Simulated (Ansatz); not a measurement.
**LiMg2: the crystal squeezed far**

One table from this session's results is given with a row withheld; the runs are named, their logs left out.

Method: DFT LDA, with the methods named in each step, in Ansatz 0.2.0.

1 further run of the same task is left out (it didn't finish).

**The starting structure**

The structure is monoclinic, space group C2/m (No. 12). Conventional cell: a = 10.860 Å, b = 3.454 Å, c = 3.465 Å, α = 90.00°, β = 108.47°, γ = 90.00°. Li (site symmetry 2/m) has 8 Mg at 2.94 Å as nearest neighbours. Mg (site symmetry m) is surrounded by 4 Li at 2.94 Å and 5 Mg at 3.08 to 3.27 Å.

Cell or atoms stand a little off a more symmetric structure (I4/mmm at a tolerance of 0.3 Å), so results at this geometry aren't those of that ideal crystal.

As a file:

```
CELL_PARAMETERS angstrom
5.43018 -1.72692 0.00000
5.43018 1.72692 0.00000
-1.09797 0.00000 3.28635
ATOMIC_POSITIONS crystal
Li 0.50000 0.50000 0.50000
Mg 0.84132 0.84132 0.84114
Mg 0.15868 0.15868 0.15886
```

Whether this phase is the stable one at these pressures isn't tested.

Atoms are numbered in the order of the input: Li1, Mg2, Mg3.

Set-up of the first run:

The input, input.yaml:

```yaml
crystal:
  lattice:
    - [5.4301842578, -1.726917465, 0.0]
    - [5.4301842578, 1.726917465, 0.0]
    - [-1.0979693164, 0.0, 3.2863528843]
  atoms:
    - { symbol: Li, position: [0.5, 0.5, 0.5] }
    - { symbol: Mg, position: [0.84131759, 0.84131759, 0.84113832] }
    - { symbol: Mg, position: [0.15868241, 0.15868241, 0.15886168] }
kpoints:
  mp_grid: { grid: [11, 11, 11] }
  band_path:
    path:
      - [0.0, 0.0, 0.0]
      - [-0.2781067995, 0.2781067995, 0.0]
      - [-0.7218932005, -0.2781067995, 0.0]
      - [-0.5, -0.5, 0.0]
      - [0.0, 0.0, 0.0]
      - [-0.5, -0.5, 0.5]
      - [-0.7498096649, -0.2501903351, 0.5]
      - [-0.2501903351, 0.2501903351, 0.5]
      - [0.0, 0.0, 0.5]
    npoints: 14
scf:
  occupations: { method: fermi_dirac, width: 0.05 }
hamiltonian:
  xc: lda
  pseudopotentials: { kind: all_electron, lapw: { basis_error: 0.001 } }
output:
  forces: true
  stress: true
  eigenvalues: true
  populations: true
```

Run with:

```bash
ansatz run input.yaml --threads 1 --pin off --max-ram 3072MiB --backend cpu --events-out ev --progress --plain --runs-dir out
```

Steps of the session up to this table: The reference volume, LAPW; Volume scaled by 1, crystal datasets; Volume scaled by 0.75, LAPW; Volume scaled by 0.65, LAPW; Volume scaled by 0.4, LAPW; Volume scaled by 0.4, crystal datasets.

One of the session's tables, all rows but one given; the rest of the session is left out.

| method | volume over the first | volume (Å³/atom) | pressure (GPa) | largest force (eV/Å) |
| --- | --- | --- | --- | --- |
| LAPW | 1 | 20.545 | -1.39 | 0.002 |
| LAPW | 0.75 | 15.409 | 12.72 | 0.281 |
| LAPW | 0.65 | 13.354 | 26.56 | 0.507 |
| LAPW | 0.4 | 8.218 | 148.49 | 1.947 |
| PAW | 1 | 20.545 | -1.42 | 0.002 |
| PAW | 0.75 | 15.409 | 12.68 | 0.280 |
| PAW | 0.65 | ? | ? | ? |
| PAW | 0.4 | 8.218 | 148.31 | 1.946 |
| crystal datasets | 1 | 20.545 | -1.40 | 0.002 |
| crystal datasets | 0.4 | 8.218 | 148.49 | 1.948 |

**Question.** Estimate the row for PAW, 0.65.

**Answer.** volume (Å³/atom): 13.354; pressure (GPa): 26.50; largest force (eV/Å): 0.506.

Caveats from the session: Warnings in the runs' records: crystal datasets made.
